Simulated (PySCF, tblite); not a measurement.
# C3H7FSeSi: geometry, infrared bands and NMR shifts

Aim: predict the infrared bands and NMR shifts of C3H7FSeSi (`C[C@@]1(F)C[Se][SiH2]1`).

The runs use tblite 0.8.0 and PySCF 2.14.0, with density-fitted response routines of our own; the level of theory stands in each step. All values are computed, except where a source is named. Atoms count from 0, in the outputs and in this text.

**1. The starting structure**

13 atoms, charge 0, multiplicity 1; geometry from: force field or distance geometry start.

Bonds of the start (Å): C0–C1 1.53, C1–F2 1.36, C1–C3 1.52, C3–Se4 1.93, Se4–Si5 2.26, Si5–C1 1.85, C0–H6 1.11, C0–H7 1.11, C0–H8 1.12, C3–H9 1.11, C3–H10 1.11, Si5–H11 1.46, Si5–H12 1.46.

**2. Relaxing the molecule with GFN2-xTB**

Job settings and geometry (Å):

```
{"job": {"kind": "relax", "xc": "GFN2-xTB", "basis": "xTB"}, "charge": 0, "multiplicity": 1}
C      1.456100    -0.370300     0.076900
C      0.070500    -0.191300    -0.545000
F      0.081200    -0.408000    -1.883400
C     -0.986300    -0.945300     0.241500
Se    -2.464200     0.125300    -0.375500
Si    -0.649800     1.425300     0.006400
H      1.347500    -0.187500     1.162000
H      2.074500     0.467900    -0.320600
H      1.893900    -1.372500    -0.142200
H     -1.148800    -2.000800    -0.067900
H     -0.791100    -0.801800     1.322800
H     -0.425400     1.715100     1.417400
H     -0.462500     2.544500    -0.910200
```

The run is started by

```sh
OMP_NUM_THREADS=1 python probes_run.py task.json out
```

This one command runs all jobs of the session in turn.

**Question.** This job is followed by: GFN2-xTB harmonic vibrations, gas phase; GIAO PBE0/pcSseg-1 NMR shielding, non-relativistic, gas phase. What will the session give for the following? strongest single infrared mode (GFN2-xTB); zero-point energy (GFN2-xTB); ¹³C shifts against TMS (PBE0/pcSseg-1); ¹H shifts against TMS (PBE0/pcSseg-1, means over atoms taken as alike); ¹⁹F shifts against CFCl3 (PBE0/pcSseg-1); ⁷⁷Se shifts against Me2Se (PBE0/pcSseg-1); ²⁹Si shifts against TMS (PBE0/pcSseg-1).

As calculated:

| quantity | value |
| --- | --- |
| strongest single infrared mode (GFN2-xTB) | 599 cm⁻¹, 290 km/mol |
| zero-point energy (GFN2-xTB) | 56.4 kcal/mol |
| ¹³C shifts against TMS (PBE0/pcSseg-1) | 98.6, 45.2, 27.0 ppm |
| ¹H shifts against TMS (PBE0/pcSseg-1, means over atoms taken as alike) | 5.55, 5.21, 4.10, 3.06, 1.75 ppm |
| ¹⁹F shifts against CFCl3 (PBE0/pcSseg-1) | -147.0 ppm |
| ⁷⁷Se shifts against Me2Se (PBE0/pcSseg-1) | -373 ppm |
| ²⁹Si shifts against TMS (PBE0/pcSseg-1) | -10.4 ppm |

In words: Over 96 steps the energy fell by 0.928 eV; of the close pairs, C1–Si5 changed most, 1.854 to 1.931 Å. No mode is imaginary among the 33: a minimum at this level. The strongest single mode, at 599 cm⁻¹, is spread over several atoms, H12, H11, C3, Si5 among them. GFN2-xTB is a fitted tight-binding method: band positions and strengths are rough. Its intensities can rank the bands wrongly. C1 (fully substituted sp3 carbon bonded to F and Si) lies farthest downfield among carbon, at 98.6 ppm; pulled downfield by the heteroatom. At PBE0/pcSseg-1: Shielding is most anisotropic at Se4 (span 1010 ppm, paramagnetic term -870 ppm). Spin-orbit coupling is left out, which matters for shieldings and couplings at and beside the heavy atoms.
